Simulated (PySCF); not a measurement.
**CH3AlF2 (SMILES [CH3][Al]([F])[F]), step by step**

Aim: a structure relaxation (SOGGA11/STO-3G), then a single-point energy (MP2/aug-cc-pVDZ-DK), then quasiparticle levels (G0W0@MS2/def2-SVPD) of CH3AlF2. Input form: a Python script.

The results are computed with PySCF 2.14.0.

1 further run of the same task is left out (for a faulty analytic Hessian).

## Step 1: The system as given

The species is CH3AlF2 (7 atoms), meant as a singlet with charge 0. SMILES: `[CH3][Al]([F])[F]`. All atoms were displaced at random from a relaxed shape. The run starts from this shape.

Bond lengths: C1–Al2 1.844 Å, Al2–F3 1.692 Å, Al2–F4 1.675 Å, C1–H5 1.135 Å, C1–H6 1.170 Å, C1–H7 1.244 Å. Angles: C1–Al2–F3 119.9°, C1–Al2–F4 120.8°, F3–Al2–F4 119.2°, Al2–C1–H5 118.5°, Al2–C1–H6 114.6°, Al2–C1–H7 115.1°, H5–C1–H6 103.1°, H5–C1–H7 96.0°, H6–C1–H7 107.3°.

## Step 2: A structure relaxation at SOGGA11/STO-3G (Coulomb fitting set) (run 1)

input.py

```python
# [CH3][Al]([F])[F]
from pyscf import gto, dft
from pyscf.geomopt.geometric_solver import kernel as optimise

mol = gto.M(
    atom=[
    ('C', (-0.213591, 0.723033, -0.200196)),
    ('Al', (0.303807, -0.991576, 0.237704)),
    ('F', (1.511779, -1.237750, 1.397290)),
    ('F', (-0.467368, -2.318859, -0.432695)),
    ('H', (-1.026413, 0.861466, -0.980432)),
    ('H', (-0.600907, 1.359766, 0.701927)),
    ('H', (0.647639, 1.400915, -0.789369)),
],
    charge=0,
    spin=0,
    max_memory=1860,
    verbose=4,
    basis='sto-3g',
)

calc0 = dft.RKS(mol)
calc0.xc = 'sogga11'
calc0 = calc0.density_fit(auxbasis='def2-universal-jfit')
converged, mol_eq = optimise(calc0, maxsteps=100)
print('converged:', converged)
print(mol_eq.tostring())

calc0.reset(mol_eq)
mol = mol_eq
calc0.kernel()
e_tot = calc0.e_tot
print('E = %.10f Eh' % e_tot)
```

Run with:

```
$ OMP_NUM_THREADS=1 python input.py
```

What it wrote:

```text
PySCF version 2.14.0

[... 145 lines left out ...]
converged SCF energy = -475.681228879027
[... 499 lines left out ...]
converged SCF energy = -475.703368043617
[... 549 lines left out ...]
converged SCF energy = -475.703429889429
[... 574 lines left out ...]
converged SCF energy = -475.703431776944
[... 533 lines left out ...]
converged SCF energy = -475.703432485216
[... 392 lines left out ...]
converged SCF energy = -475.70343344425
E = -475.7034334443 Eh
```

Run time: 4.7 min. Hardware: 1 thread of Intel Xeon at 2.50GHz (Skylake/Cascade Lake), shared host; peak memory 0.35 GiB.

The path in brief:

```
step  energy from the first frame kept (eV)  largest force (eV/Å)
   0                                 0.0000                5.6612
   2                                -0.5979                0.5306
   4                                -0.6008                0.5745
   6                                -0.6024                0.3632
   8                                -0.6039                0.0712
  10                                -0.6041                0.0520
  12                                -0.6041                0.0479
  14                                -0.6041                0.0463
  16                                -0.6041                0.0449
  18                                -0.6041                0.0435
  20                                -0.6042                0.0421
  22                                -0.6042                0.0408
  24                                -0.6042                0.0396
  26                                -0.6042                0.0378
  28                                -0.6042                0.0358
  30                                -0.6042                0.0338
  32                                -0.6042                0.0320
  34                                -0.6042                0.0300
  35                                -0.6042                0.0292
```

After the run. Bond lengths: C1–Al2 1.920 Å, Al2–F3 1.653 Å, Al2–F4 1.652 Å, C1–H5 1.101 Å, C1–H6 1.102 Å, C1–H7 1.102 Å. Angles: C1–Al2–F3 122.6°, C1–Al2–F4 122.4°, F3–Al2–F4 115.0°, Al2–C1–H5 112.0°, Al2–C1–H6 112.0°, Al2–C1–H7 111.9°, H5–C1–H6 107.0°, H5–C1–H7 106.9°, H6–C1–H7 106.5°.

## Step 3: The energy at MP2/aug-cc-pVDZ-DK (sfX2C, density fitting with def2-universal-jkfit) (run 3)

calc.py

```python
from pyscf import gto, scf, mp

mol = gto.M(
    atom=[
    ('C', (-0.087026, 0.384226, -0.129291)),
    ('Al', (0.404448, -1.420043, 0.304033)),
    ('F', (1.599309, -1.781397, 1.386988)),
    ('F', (-0.333617, -2.728318, -0.384440)),
    ('H', (-0.917136, 0.424196, -0.851380)),
    ('H', (-0.406527, 0.950588, 0.759970)),
    ('H', (0.751853, 0.943836, -0.573025)),
],
    max_memory=1860,
    basis='aug-cc-pvdz-dk',
    charge=0,
    verbose=3,
    spin=0,
)

mf = scf.RHF(mol)
mf = mf.x2c()
mf = mf.density_fit(auxbasis='def2-universal-jkfit')
mf.kernel()

pt = mp.MP2(mf, frozen=8).run()
energy = pt.e_tot
print('Final energy', energy)
```

Run with:

```
$ OMP_NUM_THREADS=1 python calc.py
```

What it wrote:

```text
converged SCF energy = -481.227026293149
E(DFRMP2) = -481.856529021773  E_corr = -0.629502728623768
E(SCS-DFRMP2) = -481.840864639328  E_corr = -0.613838346179214
Final energy -481.8565290217727
```

It took 7.3 s on 1 thread of Intel Xeon at 2.50GHz (Skylake/Cascade Lake), shared host; peak memory 0.16 GiB.

## Step 4: Quasiparticle energies at G0W0@MS2/def2-SVPD (density fitting with cc-pvtz-jkfit) (run 4)

start.xyz

```xyz
7

C     -0.087026     0.384226    -0.129291
Al     0.404448    -1.420043     0.304033
F      1.599309    -1.781397     1.386988
F     -0.333617    -2.728318    -0.384440
H     -0.917136     0.424196    -0.851380
H     -0.406527     0.950588     0.759970
H      0.751853     0.943836    -0.573025
```

job.py

```python
# [CH3][Al]([F])[F]
from pyscf import gto, dft, gw

system = gto.M(
    atom='start.xyz',
    charge=0,
    basis='def2-svpd',
    max_memory=1860,
    verbose=3,
)

calc0 = dft.RKS(system, xc='ms2')
calc0 = calc0.density_fit(auxbasis='cc-pvtz-jkfit')
calc0.kernel()

energy = calc0.e_tot
print('E = %.10f Eh' % energy)

nocc = system.nelec[0]
orbs = list(range(max(0, nocc - 4), min(system.nao, nocc + 4)))
mygw = gw.GW(calc0, freq_int='ac')
mygw.orbs = orbs
mygw.kernel()
print('orbital   mean field (eV)   quasiparticle (eV)')
for p in orbs:
    print('%4d %12.4f %12.4f' % (p + 1, calc0.mo_energy[p] * 27.211386, mygw.mo_energy[p] * 27.211386))
```

Run with:

```
$ OMP_NUM_THREADS=1 python job.py
```

What it wrote:

```text
converged SCF energy = -481.979177345093
E = -481.9791773451 Eh

WARN: GW QP energies may not be sorted from min to max

orbital   mean field (eV)   quasiparticle (eV)
  17     -10.0994     -13.5985
  18      -9.7898     -13.2769
  19      -9.4775     -13.0127
  20      -8.3920     -11.3169
  21      -1.2884       0.9202
  22      -0.8914       1.7177
  23       0.8832       2.7713
  24       1.2050       3.4445
```

Run time: 61 s. Hardware: 1 thread of Intel Xeon at 2.50GHz (Skylake/Cascade Lake), shared host; peak memory 0.56 GiB.

## Step 5: What came out

| quantity | value |
| --- | --- |
| run 1, SOGGA11/STO-3G: total energy at the end | -475.70343 Eh |
| run 1, SOGGA11/STO-3G: dipole moment | 0.38 D |
| run 1, SOGGA11/STO-3G: HOMO energy | -2.43 eV |
| run 1, SOGGA11/STO-3G: LUMO energy | 4.54 eV |
| run 1, SOGGA11/STO-3G: HOMO–LUMO gap | 6.97 eV |
| run 3, MP2/aug-cc-pVDZ-DK: total energy | -481.85653 Eh |
| run 3, MP2/aug-cc-pVDZ-DK: dipole moment (Hartree–Fock density) | 2.54 D |
| run 3, MP2/aug-cc-pVDZ-DK: HOMO energy (Hartree–Fock orbitals) | -12.79 eV |
| run 3, MP2/aug-cc-pVDZ-DK: LUMO energy (Hartree–Fock orbitals) | 0.66 eV |
| run 3, MP2/aug-cc-pVDZ-DK: HOMO–LUMO gap (Hartree–Fock orbitals) | 13.44 eV |
| run 3, MP2/aug-cc-pVDZ-DK: correlation energy (8 core orbitals frozen) | -629.5 mEh |
| run 4, G0W0@MS2/def2-SVPD: ground-state or mean-field energy | -481.97918 Eh |
| run 4, G0W0@MS2/def2-SVPD: dipole moment (MS2 Kohn–Sham density) | 2.38 D |
| run 4, G0W0@MS2/def2-SVPD: HOMO energy (MS2 Kohn–Sham orbitals) | -8.39 eV |
| run 4, G0W0@MS2/def2-SVPD: LUMO energy (MS2 Kohn–Sham orbitals) | -1.29 eV |
| run 4, G0W0@MS2/def2-SVPD: HOMO–LUMO gap (MS2 Kohn–Sham orbitals) | 7.10 eV |
| run 4, G0W0@MS2/def2-SVPD: quasiparticle HOMO | -11.32 eV |
| run 4, G0W0@MS2/def2-SVPD: quasiparticle LUMO | 0.92 eV |

What this shows: The optimisation (run 1, SOGGA11/STO-3G) took 35 steps and changed the energy by -0.604 eV. Mulliken charges (run 3, MP2/aug-cc-pVDZ-DK) of the mean-field density run from -0.78 on F4 to +1.75 on Al2; in a basis this large or diffuse they mean little. Mulliken charges (run 4, G0W0@MS2/def2-SVPD) of the mean-field density run from -0.62 on F4 to +1.42 on Al2; in a basis this large or diffuse they mean little.
